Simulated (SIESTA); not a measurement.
Slab: Te2MoW2S4, a slab with vacuum.

```
W Te Mo S
1.0
     3.29556    0.00000    0.00000
    -1.64778    2.85404    0.00000
     0.00000    0.00000   30.58743
W Te Mo S
2 2 1 4
Direct
  0.33333 0.66667 0.23139
  0.33333 0.66667 0.76862
  0.33333 0.66667 0.93728
  0.33333 0.66667 0.06272
  0.66667 0.33333 0.00000
  0.66667 0.33333 0.28165
  0.66667 0.33333 0.81892
  0.66667 0.33333 0.18108
  0.66667 0.33333 0.71835
```

| Item | Value |
| --- | --- |
| Program | SIESTA 5.4.2 |
| Task | single point |
| Functional | PBEsol |
| Potentials or basis | PseudoDojo 0.4 standard (PBEsol files) |
| Basis | DZP (energy shift 0.003 Ry; two zetas on semicore shells) |
| Grid cutoff | 800 Ry |
| Energy shift | 0.003 Ry |
| k mesh | 9 × 9 × 1 |
| Occupations | fermi-dirac, width 0.05 eV |
| Spin | no spin polarisation |

On this cell: largest force 0.140 eV/Å; band gap on the k mesh 0.12 eV, indirect (least direct gap 0.49 eV).

The same run follows on a disturbed copy (atoms moved at random, drawn with an rms of 0.05 Å):

```xyz
9
Lattice="3.2956 0.0000 0.0000 -1.6478 2.8540 0.0000 0.0000 0.0000 30.5874" Properties=species:S:1:pos:R:3 pbc="T T T"
W     0.0399    1.9395    7.0851
W     0.0242    1.9103   23.4712
Te   -0.0035    1.8685   28.7428
Te   -0.0173    1.9375    1.9534
Mo    1.6935    0.9265    0.0185
S     1.6780    0.9253    8.6085
S     1.6603    0.9445   25.0651
S     1.6364    0.9004    5.5104
S     1.6724    0.9106   21.9799
```

What changes?

The energy moves by +20.6 meV/atom; largest force 1.644 eV/Å; band gap on the k mesh 0.13 eV, indirect (least direct gap 0.52 eV).

Forces on the atoms (eV/Å):
```
W   -0.518 -1.381 -0.679
W   -0.094 -0.640  1.512
Te   0.402  0.060 -0.895
Te   0.377 -0.380  0.068
Mo  -0.779  0.318  0.831
S    0.121  0.624  0.150
S    0.094  0.124 -0.761
S    0.399  0.761  0.442
S    0.001  0.515 -0.665
```

Stress tensor (GPa, compression positive):
```
-1.35  0.20 -0.17
 0.20 -0.45 -0.91
-0.17 -0.91 -0.05
```

Caveats: short orbitals over semicore shells can move pressures by several GPa; spin-orbit coupling is left out, which moves the levels of the heavy elements; the basis of atomic orbitals isn't converged, which shifts pressures, moduli and gaps.

A k mesh can miss the band edges.
